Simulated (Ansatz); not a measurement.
# C5H5Al: small, medium and large basis sets

An exercise on one series of results from a longer session: the logs are not shown, and one member is left open.

Program: Ansatz 0.2.0, Gaussian basis. Level of theory: one geometry, several basis sets. These are calculated values, not measurements.

Levels to be run: PBE0-D4/def2-SVP; ωB97M-V/def2-SVP; PBE0-D4/def2-QZVPP; ωB97M-V/def2-QZVPP; the functionals' def2-TZVPP values are taken from earlier runs.

## The relaxed structure

All runs share one geometry, relaxed beforehand with PBE0-D4 in a triple-zeta def2 set.

SMILES `C#[C][Al]([CH3])[C]#C`, 11 atoms, charge 0, spin multiplicity 1.

Atoms are counted from 1 here; the program's logs count them from 0.

Bond lengths: C1–C2 1.211 Å, C1–H7 1.067 Å, C2–Al3 1.906 Å, Al3–C4 1.937 Å, Al3–C5 1.905 Å, C4–H8 1.095 Å, C4–H9 1.092 Å, C4–H10 1.095 Å, C5–C6 1.211 Å, C6–H11 1.067 Å. Angles: C2–C1–H7 179.7°, C1–C2–Al3 178.5°, C2–Al3–C4 120.8°, C2–Al3–C5 117.1°, C4–Al3–C5 122.1°, Al3–C4–H8 110.7°, Al3–C4–H9 112.5°, Al3–C4–H10 110.7°, H8–C4–H9 108.2°, H8–C4–H10 106.4°, H9–C4–H10 108.1°, Al3–C5–C6 178.6°, C5–C6–H11 179.7°.

The first run:

File in.yaml:

```yaml
crystal:
  periodic: [false, false, false]
  atoms:
    - {symbol: C, position_ang: [2.757927, -0.681396, -1.203532]}
    - {symbol: C, position_ang: [1.674206, -0.413145, -0.735305]}
    - {symbol: Al, position_ang: [-0.014421, -0.002853, 0.046791]}
    - {symbol: C, position_ang: [-0.265899, -0.093827, 1.965143]}
    - {symbol: C, position_ang: [-1.422154, 0.494309, -1.136881]}
    - {symbol: C, position_ang: [-2.335280, 0.813343, -1.864949]}
    - {symbol: H, position_ang: [3.710797, -0.916352, -1.621468]}
    - {symbol: H, position_ang: [-0.040812, -1.098367, 2.337423]}
    - {symbol: H, position_ang: [-1.283950, 0.160877, 2.266466]}
    - {symbol: H, position_ang: [0.421718, 0.586673, 2.477552]}
    - {symbol: H, position_ang: [-3.136729, 1.093738, -2.510637]}
basis:
  gaussian: {orbitals: def2-SVP}
hamiltonian: {xc: pbe0, dispersion: d4}
output: {orbitals: {seedname: orbitals}}
```

Among the steps run: PBE0-D4 in def2-SVP; ωB97M-V in def2-SVP; PBE0-D4 in def2-QZVPP; ωB97M-V in def2-QZVPP.

One of the session's tables, all rows but one given; the rest of the session is left out.

It belongs to the step «Functionals by basis». 

| functional | basis | HOMO (eV) | LUMO (eV) |
| --- | --- | --- | --- |
| PBE0-D4 | def2-SVP | -7.95 | -1.52 |
| PBE0-D4 | def2-TZVPP | ? | ? |
| PBE0-D4 | def2-QZVPP | -8.05 | -1.61 |
| ωB97M-V | def2-SVP | -10.21 | 0.27 |
| ωB97M-V | def2-TZVPP | -10.30 | 0.16 |
| ωB97M-V | def2-QZVPP | -10.31 | 0.09 |

**Question.** Estimate the row for PBE0-D4, def2-TZVPP.

The run gave: HOMO (eV): -8.03; LUMO (eV): -1.59. In the column «HOMO (eV)» it lies between PBE0-D4, def2-QZVPP (-8.05) and PBE0-D4, def2-SVP (-7.95).
